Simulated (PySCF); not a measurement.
# BiCl₄⁻: structure of the singlet

Aim: relax BiCl₄⁻ as a singlet from a square planar start, check by its vibrations whether the end is a minimum, and collect its spectrum and constants.

Method: PBE0, basis Bi def2-SVPD with ECP60, Cl def2-SVPD, scalar-relativistic core potentials, no spin–orbit coupling, density fitting; program: PySCF 2.14.0.

### Step 1. Where the work starts

5 atoms, charge -1, spin multiplicity 1.

Bond lengths: Bi1–Cl2 2.500 Å, Bi1–Cl3 2.500 Å, Bi1–Cl4 2.500 Å, Bi1–Cl5 2.500 Å. Angles: Cl2–Bi1–Cl3 90.0°, Cl2–Bi1–Cl4 180.0°, Cl2–Bi1–Cl5 90.0°, Cl3–Bi1–Cl4 90.0°, Cl3–Bi1–Cl5 180.0°, Cl4–Bi1–Cl5 90.0°.

```xyz
5
charge -1 multiplicity 1
Bi    0.0000    0.0000    0.0000
Cl    2.5000    0.0000    0.0000
Cl    0.0000    2.5000    0.0000
Cl   -2.5000    0.0000    0.0000
Cl    0.0000   -2.5000    0.0000
```

### Step 2. First SCF at the start

The steps below are one call of a driver around PySCF. For each, scf.py gives the equivalent set-up of the SCF; relaxations use the driver's own optimiser. After this first run the driver tries any further starts and a stability analysis.

Input file scf.py:

```python
from pyscf import gto, scf, dft
mol = gto.M(atom='''
Bi     0.000000     0.000000     0.000000
Cl     2.500000     0.000000     0.000000
Cl     0.000000     2.500000     0.000000
Cl    -2.500000     0.000000     0.000000
Cl    -0.000000    -2.500000     0.000000''',
    basis={'Bi': 'def2-SVPD', 'Cl': 'def2-SVPD'},
    ecp={'Bi': 'def2-SVPD'},
    charge=-1, spin=0)
mf = dft.RKS(mol, xc='PBE0')
mf.grids.atom_grid = (50, 194)
aux = {'Bi': 'def2-universal-JKFIT', 'Cl': 'def2-universal-JKFIT'}
mf = mf.density_fit(auxbasis=aux)
mf.conv_tol = 1e-08
mf.diis_space = 10
mf.max_cycle = 60
mf.init_guess = 'minao'
mf.verbose = 4
mf.kernel()
```

Launch:

```
OMP_NUM_THREADS=2 python axn.py task.json out
```

The program printed:

```text
init E= -2027.65388907941
  HOMO = -0.665367054470349  LUMO = -0.659787926197433  gap/eV = 0.15182
cycle= 1 E= -2052.34729115803  delta_E= -24.7  |g|= 2.65  |ddm|= 15.1
  HOMO = 0.139428694248679  LUMO = 0.164128936923764  gap/eV = 0.67213
cycle= 2 E= -2048.26824492947  delta_E= 4.08  |g|= 4.87  |ddm|=  236
  HOMO = -0.109441080459476  LUMO = 0.024875149715669  gap/eV = 3.65493
cycle= 3 E= -2054.40079730951  delta_E= -6.13  |g|= 0.584  |ddm|=  238
  HOMO = -0.0822075979342197  LUMO = 0.00986663889404582  gap/eV = 2.50547
cycle= 4 E= -2054.49357604574  delta_E= -0.0928  |g|= 0.256  |ddm|= 1.35
  HOMO = -0.118994690856724  LUMO = -0.00811313800983982  gap/eV = 3.01724
cycle= 5 E= -2054.51088357837  delta_E= -0.0173  |g|= 0.0224  |ddm|= 0.394
  HOMO = -0.119619897786042  LUMO = -0.00906229951448978  gap/eV = 3.00843
cycle= 6 E= -2054.51104338893  delta_E= -0.00016  |g|= 0.00326  |ddm|= 0.0581
  HOMO = -0.119325630028238  LUMO = -0.00860217268587604  gap/eV = 3.01294
cycle= 7 E= -2054.51104579933  delta_E= -2.41e-06  |g|= 0.000965  |ddm|= 0.0103
  HOMO = -0.119196213690215  LUMO = -0.00840476304918525  gap/eV = 3.01479
cycle= 8 E= -2054.51104613036  delta_E= -3.31e-07  |g|= 7.33e-05  |ddm|= 0.0017
  HOMO = -0.119210549924857  LUMO = -0.00841717593472424  gap/eV = 3.01484
cycle= 9 E= -2054.51104613325  delta_E= -2.89e-09  |g|= 1.34e-05  |ddm|= 0.000394
  HOMO = -0.119209432431772  LUMO = -0.00841347281081539  gap/eV = 3.01491
Extra cycle  E= -2054.51104613322  delta_E= 3.41e-11  |g|= 1.88e-05  |ddm|= 6.87e-05
converged SCF energy = -2054.51104613322
```

This step, with its further starts and checks, ran for 17 s (2 threads, shared host).

The test of internal stability found no lower closed-shell solution.

### Step 3. Square planar start, singlet: relaxation

The program finds D4h symmetry in the start, which this walk keeps. The walk stops when the largest gradient is under 0.0003 Eh/bohr and the energy has settled too.

Changes to scf.py since step 2:

```diff
@@ -3,5 +3,5 @@
-Bi     0.000000     0.000000     0.000000
-Cl     2.500000     0.000000     0.000000
-Cl     0.000000     2.500000     0.000000
-Cl    -2.500000     0.000000     0.000000
-Cl    -0.000000    -2.500000     0.000000''',
+Bi     0.000000     0.000000    -0.000000
+Cl     2.500000     0.000000    -0.000000
+Cl    -0.000000     2.500000    -0.000000
+Cl    -2.500000    -0.000000     0.000000
+Cl     0.000000    -2.500000     0.000000''',
@@ -18 +17,0 @@
-mf.init_guess = 'minao'
```

Energy and gradient, step by step:

| step | energy (Eh) | change (kJ/mol) | largest symmetric gradient (Eh/bohr) |
| --- | --- | --- | --- |
| 0 | -2054.511046 | 0.00 | 0.03361 |
| 1 | -2054.525158 | -37.05 | 0.00958 |
| 2 | -2054.526684 | -41.06 | 0.00220 |
| 3 | -2054.526777 | -41.30 | 0.00019 |
| 4 | -2054.526777 | -41.30 | 0.00000 |

The walk took 29 s.

Positions (Å) and forces (eV/Å) along the way:

```
step 0
Bi   0.000   0.000   0.000   0.000   0.000   0.000
Cl   2.500   0.000   0.000   1.728   0.000   0.000
Cl   0.000   2.500   0.000   0.000   1.728   0.000
Cl  -2.500   0.000   0.000  -1.728   0.000   0.000
Cl   0.000  -2.500   0.000   0.000  -1.728   0.000
step 1
Bi   0.000   0.000   0.000   0.000   0.000   0.000
Cl   2.589   0.000   0.000   0.493   0.000   0.000
Cl   0.000   2.589   0.000   0.000   0.493   0.000
Cl  -2.589   0.000   0.000  -0.493   0.000   0.000
Cl   0.000  -2.589   0.000   0.000  -0.493   0.000
step 2
Bi   0.000   0.000   0.000   0.000   0.000   0.000
Cl   2.624   0.000   0.000   0.113   0.000   0.000
Cl   0.000   2.624   0.000   0.000   0.113   0.000
Cl  -2.624   0.000   0.000  -0.113   0.000   0.000
Cl   0.000  -2.624   0.000   0.000  -0.113   0.000
step 3
Bi   0.000   0.000   0.000   0.000   0.000   0.000
Cl   2.635   0.000   0.000   0.010   0.000   0.000
Cl   0.000   2.635   0.000   0.000   0.010   0.000
Cl  -2.635   0.000   0.000  -0.010   0.000   0.000
Cl   0.000  -2.635   0.000   0.000  -0.010   0.000
step 4
Bi   0.000   0.000   0.000   0.000   0.000   0.000
Cl   2.636   0.000   0.000   0.000   0.000   0.000
Cl   0.000   2.636   0.000   0.000   0.000   0.000
Cl  -2.636   0.000   0.000   0.000   0.000   0.000
Cl   0.000  -2.636   0.000   0.000   0.000   0.000
```

After 4 steps and 41.3 kJ/mol it ends at D4h: Bi–Cl 2.636 Å (×4); Cl–Bi–Cl 90.0° (×4), Cl–Bi–Cl 180.0° (×2).

### Step 4. Frequencies

The point is checked on the finer grid, and tightened if its gradient asks for it. The Hessian and the dipole derivatives come from central differences of analytic gradients, with steps of 0.02 bohr.

Changes to scf.py since step 3:

```diff
@@ -3,5 +3,5 @@
-Bi     0.000000     0.000000    -0.000000
-Cl     2.500000     0.000000    -0.000000
-Cl    -0.000000     2.500000    -0.000000
-Cl    -2.500000    -0.000000     0.000000
-Cl     0.000000    -2.500000     0.000000''',
+Bi    -0.000000     0.000000     0.000000
+Cl     2.635708     0.000000    -0.000000
+Cl    -0.000000     2.635708    -0.000000
+Cl    -2.635708    -0.000000     0.000000
+Cl     0.000000    -2.635708     0.000000''',
@@ -12 +12 @@
-mf.grids.atom_grid = (50, 194)
+mf.grids.atom_grid = (75, 302)
@@ -15 +15 @@
-mf.conv_tol = 1e-08
+mf.conv_tol = 1e-10
```

This SCF starts from the last density.

SCF at the final geometry:

```text
init E= -2054.52685051832
  HOMO = -0.143941617674995  LUMO = -0.0307546805314374  gap/eV = 3.07997
cycle= 1 E= -2054.52685051832  delta_E= -4.55e-13  |g|= 2.15e-07  |ddm|= 9.72e-07
  HOMO = -0.143941628107414  LUMO = -0.0307547131966146  gap/eV = 3.07997
Extra cycle  E= -2054.52685051831  delta_E= 7.73e-12  |g|= 2.58e-07  |ddm|= 5.27e-07
converged SCF energy = -2054.52685051831
```

The whole step took 58 s.

Geometry: D4h; Bi–Cl 2.636 Å (×4); Cl–Bi–Cl 90.0° (×4), Cl–Bi–Cl 180.0° (×2).

Harmonic modes (main isotopes):

```tsv
symmetry	ω (cm⁻¹)	IR (km/mol)	μ (u)	type
a2u	98i	20.2	52.49	bend
b2u	66i	0.0	34.97	bend
eu	83	1.2	38.75	bend
b2g	106	0.0	34.97	bend
b1g	242	0.0	34.97	stretch
eu	242	449	45.79	stretch
a1g	276	0.0	34.97	stretch
```

2 modes are imaginary, the largest at 98i cm⁻¹: a saddle point, not a minimum.

Properties at this point:

| Property | Result |
| --- | --- |
| Dipole moment about the centre of mass | 0.00 D |
| Highest occupied level | -3.92 eV |
| Lowest empty level | -0.84 eV |
| Rotational constants | 0.0347, 0.0347, 0.01735 cm⁻¹ |
| Zero-point energy (real modes) | 7.6 kJ/mol |
| Principal polarisabilities | 81.1, 166.7, 166.7 bohr³ |
| Principal traceless quadrupole moments about the centre of mass | -16.73, -16.73, 33.46 D Å |

Charges (e) and bond orders:

```tsv
atom	Mulliken	Löwdin	polar tensor	Mayer order to Bi1
Bi1	1.91	0.92	2.39	–
Cl2,3,4,5	-0.73	-0.48	-0.85	0.55
```

Mulliken populations on Bi1 (outside its core potential): s 3.68, p 7.21, d 10.20.

### Step 5. Following the imaginary mode

The atoms are moved a little along the softest imaginary mode and relaxed again.

The program finds C4v symmetry in the start, which this walk keeps. The walk stops when the largest gradient is under 0.0003 Eh/bohr and the energy has settled too.

Changes to scf.py since step 4:

```diff
@@ -3,5 +3,5 @@
-Bi    -0.000000     0.000000     0.000000
-Cl     2.635708     0.000000    -0.000000
-Cl    -0.000000     2.635708    -0.000000
-Cl    -2.635708    -0.000000     0.000000
-Cl     0.000000    -2.635708     0.000000''',
+Bi    -0.000000    -0.000000    -0.167331
+Cl     2.635708     0.000000     0.250000
+Cl    -0.000000     2.635708     0.250000
+Cl    -2.635708    -0.000000     0.250000
+Cl     0.000000    -2.635708     0.250000''',
@@ -12 +12 @@
-mf.grids.atom_grid = (75, 302)
+mf.grids.atom_grid = (50, 194)
@@ -15 +15 @@
-mf.conv_tol = 1e-10
+mf.conv_tol = 1e-08
```

The optimiser's trace:

| step | energy (Eh) | change (kJ/mol) | largest symmetric gradient (Eh/bohr) |
| --- | --- | --- | --- |
| 0 | -2054.532476 | 0.00 | 0.00902 |
| 1 | -2054.537303 | -12.67 | 0.00713 |
| 2 | -2054.542363 | -25.96 | 0.00993 |
| 3 | -2054.542914 | -27.40 | 0.00416 |
| 4 | -2054.543030 | -27.71 | 0.00006 |

The walk took 30 s.

Geometry (Å) and forces (eV/Å) at some steps:

```
step 0
Bi   0.000   0.000  -0.167   0.000   0.000  -0.342
Cl   2.636   0.000   0.250  -0.464   0.000   0.086
Cl   0.000   2.636   0.250   0.000  -0.464   0.086
Cl  -2.636   0.000   0.250   0.464   0.000   0.086
Cl   0.000  -2.636   0.250   0.000   0.464   0.086
step 1
Bi   0.000   0.000  -0.285   0.000   0.000  -0.288
Cl   2.585   0.000   0.279  -0.367   0.000   0.072
Cl   0.000   2.585   0.279   0.000  -0.367   0.072
Cl  -2.585   0.000   0.279   0.367   0.000   0.072
Cl   0.000  -2.585   0.279   0.000   0.367   0.072
step 2
Bi   0.000   0.000  -0.535   0.000   0.000   0.510
Cl   2.471   0.000   0.342  -0.249   0.000  -0.128
Cl   0.000   2.471   0.342   0.000  -0.249  -0.128
Cl  -2.471   0.000   0.342   0.249   0.000  -0.128
Cl   0.000  -2.471   0.342   0.000   0.249  -0.128
step 3
Bi   0.000   0.000  -0.483   0.000   0.000  -0.214
Cl   2.455   0.000   0.329   0.080   0.000   0.053
Cl   0.000   2.455   0.329   0.000   0.080   0.053
Cl  -2.455   0.000   0.329  -0.080   0.000   0.053
Cl   0.000  -2.455   0.329   0.000  -0.080   0.053
step 4
Bi   0.000   0.000  -0.504   0.000   0.000   0.003
Cl   2.455   0.000   0.334  -0.002   0.000  -0.001
Cl   0.000   2.455   0.334   0.000  -0.002  -0.001
Cl  -2.455   0.000   0.334   0.002   0.000  -0.001
Cl   0.000  -2.455   0.334   0.000   0.002  -0.001
```

End point (C4v, 4 steps, 27.7 kJ/mol gained): Bi–Cl 2.594 Å (×4); Cl–Bi–Cl 84.0° (×4), Cl–Bi–Cl 142.3° (×2).

### Step 6. Vibrations and properties at this point

The same treatment as at the point before.

Changes to scf.py since step 5:

```diff
@@ -3,5 +3,5 @@
-Bi    -0.000000    -0.000000    -0.167331
-Cl     2.635708     0.000000     0.250000
-Cl    -0.000000     2.635708     0.250000
-Cl    -2.635708    -0.000000     0.250000
-Cl     0.000000    -2.635708     0.250000''',
+Bi    -0.000000    -0.000000    -0.330932
+Cl     2.456729     0.000000     0.500795
+Cl    -0.000000     2.456729     0.500795
+Cl    -2.456729    -0.000000     0.500795
+Cl     0.000000    -2.456729     0.500795''',
@@ -12 +12 @@
-mf.grids.atom_grid = (50, 194)
+mf.grids.atom_grid = (75, 302)
@@ -15 +15 @@
-mf.conv_tol = 1e-08
+mf.conv_tol = 1e-10
```

SCF at the final geometry:

```text
init E= -2054.54250371651
  HOMO = -0.148243645331755  LUMO = 0.0164730008619216  gap/eV = 4.48217
cycle= 1 E= -2054.54250371651  delta_E=    0  |g|= 6.58e-07  |ddm|= 1.86e-06
  HOMO = -0.148243496445824  LUMO = 0.0164731564264073  gap/eV = 4.48217
Extra cycle  E= -2054.54250371652  delta_E= -8.19e-12  |g|= 6.4e-07  |ddm|= 1.59e-06
converged SCF energy = -2054.54250371652
```

The whole step ran for 2 min (2 threads, shared host).

Geometry: C4v; Bi–Cl 2.594 Å (×4); Cl–Bi–Cl 84.1° (×4), Cl–Bi–Cl 142.6° (×2).

Harmonic modes (main isotopes):

| symmetry | ω (cm⁻¹) | IR (km/mol) | μ (u) | type |
| --- | --- | --- | --- | --- |
| b1 | 57i | 0.0 | 34.97 | bend |
| a1 | 101 | 9.8 | 47.43 | bend |
| e | 116 | 10.3 | 38.96 | bend |
| b2 | 137 | 0.0 | 34.97 | bend |
| b1 | 239 | 0.0 | 34.97 | stretch |
| e | 260 | 318 | 43.23 | stretch |
| a1 | 293 | 11.7 | 37.65 | stretch |

With 1 mode imaginary (up to 57i cm⁻¹) this point is a saddle.

Properties at this point:

```
Dipole moment about the centre of mass                          : 4.67 D
Highest occupied level                                          : -4.03 eV
Lowest empty level                                              : 0.45 eV
Rotational constants                                            : 0.03511, 0.03511, 0.01997 cm⁻¹
Zero-point energy (real modes)                                  : 9.1 kJ/mol
Principal polarisabilities                                      : 88.5, 146.8, 146.8 bohr³
Principal traceless quadrupole moments about the centre of mass : -12.57, -12.57, 25.14 D Å
```

Charges (e) and bond orders:

```json
{"atom": "Bi1", "Mulliken": "1.67", "Löwdin": "0.83", "polar tensor": "2.03", "Mayer order to Bi1": "–"}
{"atom": "Cl2,3,4,5", "Mulliken": "-0.67", "Löwdin": "-0.46", "polar tensor": "-0.76", "Mayer order to Bi1": "0.62"}
```

Mulliken populations on Bi1 (outside its core potential): s 3.70, p 7.45, d 10.17.

### Step 7. Following the imaginary mode

The atoms are moved a little along the softest imaginary mode and relaxed again.

The program finds C2v symmetry in the start, which this walk keeps.

Changes to scf.py since step 6:

```diff
@@ -3,5 +3,5 @@
-Bi    -0.000000    -0.000000    -0.330932
-Cl     2.456729     0.000000     0.500795
-Cl    -0.000000     2.456729     0.500795
-Cl    -2.456729    -0.000000     0.500795
-Cl     0.000000    -2.456729     0.500795''',
+Bi    -0.000000    -0.000000    -0.333485
+Cl     2.563273     0.000000     0.272082
+Cl     0.000000     2.350185     0.724403
+Cl    -2.563273     0.000000     0.272082
+Cl     0.000000    -2.350185     0.724403''',
@@ -12 +12 @@
-mf.grids.atom_grid = (75, 302)
+mf.grids.atom_grid = (50, 194)
@@ -15 +15 @@
-mf.conv_tol = 1e-10
+mf.conv_tol = 1e-08
```

Steps of the walk:

| step | energy (Eh) | change (kJ/mol) | largest symmetric gradient (Eh/bohr) |
| --- | --- | --- | --- |
| 0 | -2054.544365 | 0.00 | 0.00379 |

The walk took 6 s.

Positions (Å) and forces (eV/Å) along the way:

```
step 0
Bi   0.000   0.000  -0.333   0.000   0.000   0.195
Cl   2.563   0.000   0.272  -0.084   0.000  -0.115
Cl   0.000   2.350   0.724   0.000  -0.154   0.018
Cl  -2.563   0.000   0.272   0.084   0.000  -0.115
Cl   0.000  -2.350   0.724   0.000   0.154   0.018
```

It was stopped by the time limit at its first step, so the last geometry (Bi–Cl 2.577 Å (×2), Bi–Cl 2.634 Å (×2)) is no stationary point.

### Step 8. Summary of results

```
           quantity  value
        relaxations      3
          converged      2
saddle points found      2
       minima found      0
```

No minimum was confirmed: the time limit cut the work short. The D4h point found is a saddle, so the minimum has another shape. No equilibrium property of the molecule follows from this session.
